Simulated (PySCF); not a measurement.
# The bond of ZnO, level by level

An exercise on one series of results from a longer session: the logs are not shown, and one member is left open.

Computed with PySCF 2.14.0. Level: Zn def2-TZVPPD, O def2-TZVPPD, no relativity.

The first run:

A driver script around PySCF takes these settings:

```yaml
atoms: Zn, O
charge: 0
basis: Zn def2-TZVPPD, O def2-TZVPPD
Hamiltonian: no relativity
basis_functions: 107
electrons_treated: 38
masses_in_u: 63.9291, 15.9949
levels: PBE0, PBE, r²SCAN, M06, LDA, MN15, r²SCAN0, r²SCANh, HSE06, HF, MP2, SCS-MP2
grid: 80 radial by 434 angular points
occupations: held fixed by the projection of orbital angular momentum
dissociation_limit: Zn + O, each in its ground configuration
starting_distance_in_angstrom: 1.790
values_of_2S_to_try: 0, 2
```

On the command line:

```sh
OMP_NUM_THREADS=2 python dia.py task.json out
```

Among the steps run: Set-up; PBE0 along the bond; Higher solutions at PBE0; PBE (GGA); r²SCAN; M06; LDA (local density); MN15; r²SCAN0 (hybrid meta-GGA); r²SCANh (hybrid meta-GGA); HSE06; UHF (mean field).

One table of the session follows, with a row left open; its other results are not shown here.

It belongs to the step «The curves together». Energy (eV) from each level's lowest point:

| R (Å) | UHF | UHF-MP2 | UHF-SCS-MP2 | LDA | PBE |
| --- | --- | --- | --- | --- | --- |
| 1.609 | 0.868 | 0.665 | 0.728 | 0.531 | 0.745 |
| 1.684 | 0.378 | 0.265 | 0.305 | 0.198 | 0.336 |
| 1.759 | 0.115 | 0.063 | 0.084 | 0.040 | 0.112 |
| 1.815 | 0.024 | 0.003 | 0.012 | 0.000 | 0.030 |
| 1.871 | 0.000 | 0.000 | 0.000 | 0.008 | 0.000 |
| 1.927 | 0.025 | 0.040 | 0.033 | 0.050 | 0.009 |
| 2.002 | ? | ? | ? | ? | ? |
| 2.095 | 0.265 | 0.330 | 0.312 | 0.294 | 0.172 |
| 2.208 | 0.446 | 0.659 | 0.644 | 0.497 | 0.332 |
| 2.357 | 0.561 | 1.081 | 1.049 | 0.765 | 0.552 |

Q: Estimate the row for R (Å) = 2.002 from the others.

Worked estimate for «UHF». A straight line through the neighbours (1.927, 0.025) and (2.095, 0.265) gives 0.025 + (0.265 − 0.025) × (2.002 − 1.927) / (2.095 − 1.927) = 0.132; a parabola fitted to 4 rows on both sides gives 0.125.

The run gave: UHF: 0.111; UHF-MP2: 0.143; UHF-SCS-MP2: 0.128; LDA: 0.143; PBE: 0.062. In «UHF» the line misses by +0.021 and the parabola by +0.014.

To keep in mind: At some levels the lowest empty orbital lies below the highest filled one (the two can be of opposite spin).
